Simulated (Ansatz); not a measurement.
I need vertical and adiabatic energies of changing the electron count of BrClGeH2, SMILES [Cl][GeH2][Br]. Use Ansatz's Python interface. Level of theory (for the species named): B3LYP, def2-SVP basis, multiplicity 1.

```xyz
5

Cl   -1.7175    0.4061    1.0602
Ge   -0.0229    0.0303   -0.1621
Br    1.6066   -0.9100    1.1574
H    -0.3248   -0.9452   -1.2964
H     0.5084    1.3452   -0.8005
```

Script `brclgeh2.py`:
```python
"""Vertical and adiabatic ionisation of BrClGeH2."""

import itertools
import warnings

import ansatz as az
from ase.data import atomic_numbers, covalent_radii
import numpy as np

BASIS_SET = "def2-SVP"
FUNCTIONAL = "b3lyp"
NET_CHARGE = 1


def main() -> None:
    warnings.simplefilter("ignore", az.DeckWarning)

    geometry_ang = [
        ("Cl", (-1.7175, 0.4061, 1.0602)),
        ("Ge", (-0.0229, 0.0303, -0.1621)),
        ("Br", (1.6066, -0.91, 1.1574)),
        ("H", (-0.3248, -0.9452, -1.2964)),
        ("H", (0.5084, 1.3452, -0.8005)),
    ]
    geometry = az.Crystal.molecule()
    for symbol, xyz in geometry_ang:
        geometry = geometry.atom(symbol, xyz)

    base = (
        geometry.calculation()
        .basis(gaussian=BASIS_SET)
        .functional(FUNCTIONAL)
    )
    symbols = [site.symbol for site in geometry.cartesian_sites]
    start = np.array([site.position_ang for site in geometry.cartesian_sites], dtype=float)
    data = base.relax(force_tolerance=0.01).run(threads=1).report
    end = np.array(data["positions_ang"])

    minimum = az.Crystal.molecule()
    for symbol, place in zip(symbols, end):
        minimum = minimum.atom(symbol, place.tolist())
    ion = (
        minimum.calculation()
        .basis(gaussian=BASIS_SET)
        .functional(FUNCTIONAL)
        .charge(NET_CHARGE)
        .spin("collinear", total=1)
    )
    vertical = ion.run(threads=1).report
    settled = ion.relax(force_tolerance=0.01, max_steps=80).run(threads=1).report
    print(f"vertical ionisation energy   {vertical['free_energy_ev'] - data['free_energy_ev']:.3f} eV")
    print(f"adiabatic, no zero point     {settled['free_energy_ev'] - data['free_energy_ev']:.3f} eV")
    print(f"relaxation energy of the ion {vertical['free_energy_ev'] - settled['free_energy_ev']:.3f} eV")
    ionised = np.array(settled["positions_ang"])
    # pairs closer than 1.2 times the sum of covalent radii, before or after
    radius = [covalent_radii[atomic_numbers[s]] for s in symbols]
    span = lambda where, i, j: np.linalg.norm(where[i] - where[j])
    bonded = [(i, j) for i, j in itertools.combinations(range(len(symbols)), 2) if min(span(end, i, j), span(ionised, i, j)) < 1.2 * (radius[i] + radius[j])]
    print("pair        before    after (A)")
    for i, j in bonded:
        print(f"{symbols[i]}{i}-{symbols[j]}{j}".ljust(10), f"{span(end, i, j):8.4f} {span(ionised, i, j):8.4f}")


if __name__ == "__main__":
    main()
```

Running `python brclgeh2.py` prints:
```text
vertical ionisation energy   10.608 eV
adiabatic, no zero point     10.534 eV
relaxation energy of the ion 0.074 eV
pair        before    after (A)
Cl0-Ge1      2.1697   2.1136
Ge1-Br2      2.3207   2.4788
Ge1-H3       1.5349   1.5379
Ge1-H4       1.5350   1.5379
```

The energies are electronic: no zero-point or thermal terms, and the basis set is short of its limit. The product may relax into another structure. The relaxation finds the nearest minimum, so the adiabatic value is an upper bound. b3lyp holds the VWN-RPA fit, as in Gaussian; the form of ORCA and Turbomole is b3lyp5. It ran for 3.4 min on 1 thread of Arm Neoverse V1, on a shared host, peak memory 0.45 GiB.
